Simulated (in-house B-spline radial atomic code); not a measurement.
# Si²⁺: density, ELF and screening along the radius

Aim: the shell structure of Si²⁺ in the radial density, the electron localisation function and the screened nuclear charge, under several settings.

Program: in-house B-spline radial atomic code version 1. Level of theory: several methods, spin-polarised, as named in each step; spherical all-electron atom at the radial basis limit. These are calculated values, not measurements, unless marked.

## 1. Starting point

* element: silicon (Z = 14)
* charge: +2
* electrons: 12
* configuration: [Ne] 3s1 4d1
* nucleus: point (non-relativistic runs) or finite (X2C runs)

Outer shells as boxes (Hund's rule):

[Ne] 3s1 4d1
```
[Ne] core
3s [↑ ]
4d [↑ ][  ][  ][  ][  ]
```

Where spins are not typed, each open shell is filled with up spins first.

## 2. r2SCAN, non-rel., [Ne] 3s1 4d1

The run's settings:

```ini
Z = 14
electrons = 12.0
configuration = [Ne] 3s1 4d1
hamiltonian = nr
method = r2scan
spin_polarised = True
```

Run with:

```sh
$ python run_scf.py task.json out
```

One command runs all members of the session, one after another, from task.json.

## 3. PBE, X2C, [He] 2s2 2p5 3s2 3d1

The run's settings:

```ini
Z = 14
electrons = 12.0
configuration = [He] 2s2 2p5 3s2 3d1
hamiltonian = x2c
method = pbe,pbe
spin_polarised = True
nucleus = fermi
rms_radius = 3.1224
mass_number = 28
atomic_mass = 27.97692653442
speed_of_light = 137.035999084
```

## 4. Hartree-Fock, X2C, [He] 2s1 2p6 3s2 4s1

The run's settings:

```ini
Z = 14
electrons = 12.0
configuration = [He] 2s1 2p6 3s2 4s1
hamiltonian = x2c
method = hf
spin_polarised = True
nucleus = fermi
rms_radius = 3.1224
mass_number = 28
atomic_mass = 27.97692653442
speed_of_light = 137.035999084
```

Q: How large is the system in each run, where do the shell borders lie, and what is the highest level?

The runs gave:

| run | total energy (hartree) | highest level (eV) | radius holding 50 / 90 / 99 % (bohr) | radius at n = 0.001 (bohr) | ELF minima on the full grid (bohr) |
| --- | --- | --- | --- | --- | --- |
| r2SCAN, non-rel., [Ne] 3s1 4d1 | -287.5523 | -7.294 | 0.495 / 2.17 / 8.54 | 3.04 | 0.19, 1.2, 3.4 |
| PBE, X2C, [He] 2s2 2p5 3s2 3d1 | -284.6985 | -13.864 | 0.518 / 2.08 / 3.89 | 3.78 | 0.21, 1.1 |
| Hartree-Fock, X2C, [He] 2s1 2p6 3s2 4s1 | -282.3263 | -14.805 | 0.512 / 2.46 / 5.85 | 4.72 | 0.20, 1.1, 3.1 |

**Reading.** In the first run ELF has 3 minima on the grid, which mark the borders between shells. On the record's full grid the screened charge (r times the electrostatic potential) falls from 13.9 near the nucleus to 2.00 at 21 bohr; far out it tends to the net charge, 2. The radius that holds 99 % of the electrons runs from 3.89 bohr (PBE, X2C, [He] 2s2 2p5 3s2 3d1) to 8.54 bohr (r2SCAN, non-rel., [Ne] 3s1 4d1). The grid is coarse (about 23 % a step), so the places of minima are rough. For X2C runs ELF uses the non-relativistic kinetic energy density, and the fields carry no picture-change correction.
